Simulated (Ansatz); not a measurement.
# BiTe (antiNiAs): other levels of theory at one geometry

How much do the gap and the pressure of BiTe (antiNiAs) depend on the functional and spin–orbit coupling? The cell was built by placing the elements on the sites of a structure type; the runs don't test whether it is the stable form.

Computed with Ansatz 0.2.0 (DFT at several levels, plane waves, PAW, unless a step's input says otherwise).

1 further run of the same task is left out (it didn't finish). Runs told in other sessions of the task aren't counted.

### Step 1. The system as given

The structure is hexagonal, space group P6_3/mmc (No. 194). The conventional cell has a = 4.195 Å, b = 4.195 Å, c = 8.712 Å, α = 90.00°, β = 90.00°, γ = 120.00°. Bi (site symmetry -6m2) has 6 Te at 3.26 Å in its first shell of neighbours. Around Te (site symmetry -3m) lie 6 Bi at 3.26 Å.

As a file:

```cif
data_structure
_symmetry_space_group_name_H-M 'P 1'
_symmetry_Int_Tables_number 1
_cell_length_a 4.1949
_cell_length_b 4.1949
_cell_length_c 8.7123
_cell_angle_alpha 90.000
_cell_angle_beta 90.000
_cell_angle_gamma 120.000
_cell_volume 132.77
loop_
_atom_site_label
_atom_site_type_symbol
_atom_site_fract_x
_atom_site_fract_y
_atom_site_fract_z
_atom_site_occupancy
Bi1 Bi 0.33333 0.66667 0.25000 1
Bi2 Bi 0.66667 0.33333 0.75000 1
Te1 Te 0.00000 0.00000 0.00000 1
Te2 Te 0.00000 0.00000 0.50000 1
```

An earlier run at PBE left this cell at 33.194 Å³/atom and 0.02 GPa (8×8×6 mesh), no gap.

Levels to run: PBE+SOC; r²SCAN; PBEsol; LDA. Hardware: 2 threads of Arm Neoverse V2, shared host.

### Step 2. PBE+SOC

The input, input.yaml:

```yaml
crystal:
  lattice:
    - [4.194935747, 0.0, 0.0]
    - [-2.0974678735, 3.6329209241, 0.0]
    - [0.0, 0.0, 8.7122958338]
  atoms:
    - { symbol: Bi, position: [0.3333333333, 0.6666666667, 0.25] }
    - { symbol: Bi, position: [0.6666666667, 0.3333333333, 0.75] }
    - { symbol: Te, position: [0.0, 0.0, 0.0] }
    - { symbol: Te, position: [0.0, 0.0, 0.5] }
basis:
  ecutwfc: 420
  ecutrho_ratio: 4
kpoints:
  mp_grid: { grid: [8, 8, 6] }
hamiltonian:
  xc: pbe
scf:
  occupations: { method: gaussian, width: 0.05 }
output:
  forces: true
  stress: true
  eigenvalues: true
  populations: true
  dos: { projected: true, de: 0.02 }
  write_density: true
  write_potential: true
  elf: true
  volumetric_format: npy
magnetization:
  noncollinear: true
  spin_orbit: true
```

Command:

```sh
ansatz run input.yaml --threads 2 --pin off --max-ram 2662MiB --backend cpu --events-out ev --progress --plain --runs-dir out
```

After this run come: r²SCAN; PBEsol; LDA.

Before running it: what results should come out? Wanted: for each run, pressure.

**Answer**, as computed:

| level | mesh | gap on the mesh (eV) | pressure (GPa) | time |
| --- | --- | --- | --- | --- |
| PBE | 8×8×6 | metal | 0.0 | 33 s* |
| LDA | 8×8×6 | metal | -3.6 | 5.6 s |
| PBEsol | 8×8×6 | metal | -2.5 | 5.7 s |
| PBE+SOC | 8×8×6 | metal | 1.2 | 45 s* |
| r²SCAN | 8×8×6 | metal | -0.7 | 15 s |

Times are on 2 threads of Arm Neoverse V2, shared host. * Includes bands or densities of states.

The pressure runs from -3.6 GPa (LDA) to 1.2 GPa (PBE+SOC); a negative pressure means that level wants a smaller cell, a positive one a larger cell. Every level gives a metal. Total energies of different levels have different zeros and can't be compared.
